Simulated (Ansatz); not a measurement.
# Zn2As: the cost of one run

Method: DFT PBE, scalar-relativistic, plane waves, PAW, in Ansatz 0.2.0.

### 1 The starting structure

It takes space group P4_2/mnm (No. 136, tetragonal). The conventional cell has a = 5.446 Å, b = 5.446 Å, c = 3.508 Å, α = 90.00°, β = 90.00°, γ = 90.00°. Around Zn (site symmetry m2m) lie 3 As at 2.30 to 2.36 Å. Around As (site symmetry mmm) lie 6 Zn at 2.30 to 2.36 Å.

As a file:

```cif
data_structure
_symmetry_space_group_name_H-M 'P 1'
_symmetry_Int_Tables_number 1
_cell_length_a 5.4465
_cell_length_b 5.4465
_cell_length_c 3.5081
_cell_angle_alpha 90.000
_cell_angle_beta 90.000
_cell_angle_gamma 90.000
_cell_volume 104.06
loop_
_atom_site_label
_atom_site_type_symbol
_atom_site_fract_x
_atom_site_fract_y
_atom_site_fract_z
_atom_site_occupancy
Zn1 Zn 0.30600 0.30600 0.00000 1
Zn2 Zn 0.19400 0.80600 0.50000 1
Zn3 Zn 0.69400 0.69400 0.00000 1
Zn4 Zn 0.80600 0.19400 0.50000 1
As1 As 0.00000 0.00000 0.00000 1
As2 As 0.50000 0.50000 0.50000 1
```

This is candidate A: anti-rutile type (P4_2/mnm, No. 136).

(A quick probe on a coarse mesh, which set the mesh and smearing, is not shown.)

### 3 Rough relaxation on the coarse mesh (candidate A)

input.yaml

```yaml
crystal:
  lattice:
    - [5.4464633631, 0.0, 0.0]
    - [0.0, 5.4464633631, 0.0]
    - [0.0, 0.0, 3.5080725058]
  atoms:
    - { symbol: Zn, position: [0.306, 0.306, 0.0] }
    - { symbol: Zn, position: [0.194, 0.806, 0.5] }
    - { symbol: Zn, position: [0.694, 0.694, 0.0] }
    - { symbol: Zn, position: [0.806, 0.194, 0.5] }
    - { symbol: As, position: [0.0, 0.0, 0.0] }
    - { symbol: As, position: [0.5, 0.5, 0.5] }
basis:
  ecutwfc: 420
kpoints:
  mp_grid: { grid: [4, 4, 6] }
hamiltonian:
  xc: pbe
scf:
  occupations: { method: gaussian, width: 0.1 }
  lower_state_search: "off"
output:
  forces: true
  stress: true
  eigenvalues: true
relax:
  adjacent_minimum: "off"
  f_tol: 0.04
  max_steps: 70
  cell: { stress_tol: 0.4 }
```

Command:

```console
> ansatz run input.yaml --threads 1 --pin off --max-ram 2560MiB --backend cpu --events-out ev --progress --plain --runs-dir out
```

**Question.** How long does this run take on 1 thread of Arm Neoverse V2, shared host, and how much memory does it need?

About 63 s, with a peak of 0.45 GiB.
